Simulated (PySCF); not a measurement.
# FeF4: relaxation and vibrations of the quintet

Aim: relax FeF4 as a quintet from a hand-made tetrahedral geometry, check by its vibrations whether the end is a minimum, and collect its spectrum and constants.

Program: PySCF 2.14.0. Level of theory: PBE0, basis Fe def2-SVP, F def2-SVP, no relativity, density fitting. These are calculated values, not measurements.

### 1 The system as given

5 atoms, charge 0, spin multiplicity 5.

Bond lengths: Fe1–F2 1.800 Å, Fe1–F3 1.800 Å, Fe1–F4 1.800 Å, Fe1–F5 1.800 Å. Angles: F2–Fe1–F3 109.5°, F2–Fe1–F4 109.5°, F2–Fe1–F5 109.5°, F3–Fe1–F4 109.5°, F3–Fe1–F5 109.5°, F4–Fe1–F5 109.5°.

Z-matrix (Å, degrees; charge 0 multiplicity 5):
```
Fe
F  1 1.8000
F  1 1.8000 2 109.48
F  1 1.8000 2 109.47 3 120.00
F  1 1.8000 2 109.47 3 -120.00
```

### 2 The SCF at the typed geometry

The steps below are one call of a driver around PySCF. For each, scf.py gives the equivalent set-up of the SCF; relaxations use the driver's own optimiser. After this first run the driver tries any further starts and a stability analysis.

Contents of scf.py:

```python
from pyscf import gto, scf, dft
mol = gto.M(atom='''
Fe     0.000000     0.000000     0.000000
F      1.469800     0.000000     1.039100
F     -1.469800     0.000000     1.039100
F      0.000000     1.469800    -1.039100
F     -0.000000    -1.469800    -1.039100''',
    basis={'Fe': 'def2-SVP', 'F': 'def2-SVP'},
    charge=0, spin=4)
mf = dft.UKS(mol, xc='PBE0')
mf.grids.atom_grid = (50, 194)
aux = {'Fe': 'def2-universal-JKFIT', 'F': 'def2-universal-JKFIT'}
mf = mf.density_fit(auxbasis=aux)
mf.conv_tol = 1e-08
mf.diis_space = 10
mf.max_cycle = 60
mf.init_guess = 'minao'
mf.verbose = 4
mf.kernel()
```

Launch:

```bash
> OMP_NUM_THREADS=2 python axn.py task.json out
```

Further steps of the session: Relaxation: tetrahedral start, quintet; Relaxing without the symmetry constraint; Frequencies.

What does the calculation give? Wanted: minimum; geometry; wavenumbers; dipole moment; highest occupied, lowest empty level; polar-tensor charge of Fe1; zero-point energy; atomisation energy; ⟨S²⟩.

As calculated:

| quantity | value |
| --- | --- |
| minimum | quintet, D2d |
| geometry | Fe–F 1.704 Å (×4); F–Fe–F 97.3° (×4), F–Fe–F 138.2° (×2) |
| wavenumbers (cm⁻¹) | 134 (a1), 189 (b2), 275 (e), 342 (b1), 656 (b2), 664 (a1), 775 (e) |
| dipole moment | 0.00 D |
| highest occupied, lowest empty level (either spin) | -11.54, -6.73 eV |
| polar-tensor charge of Fe1 | +2.02 e |
| zero-point energy | 24.4 kJ/mol |
| entropy at 298.15 K | 326.5 J/(mol K) |
| atomisation energy (no zero-point energy) | 1485 kJ/mol |
| ⟨S²⟩ | 6.044 |

From Td at the start the molecule goes to a D2d minimum. The strongest infrared band lies at 775 cm⁻¹ (e, stretch). Fe1 has a polar-tensor charge of +2.0 e (a dipole derivative, not a static charge), yet symmetry cancels the bond dipoles. Most of the spin sits on Fe1 (Mulliken spin 3.33, against 4 for the whole molecule). Other starts or spin states, not run here, may lie lower. Open d and f shells are described by one determinant, and the ground state may have another occupation or spin.
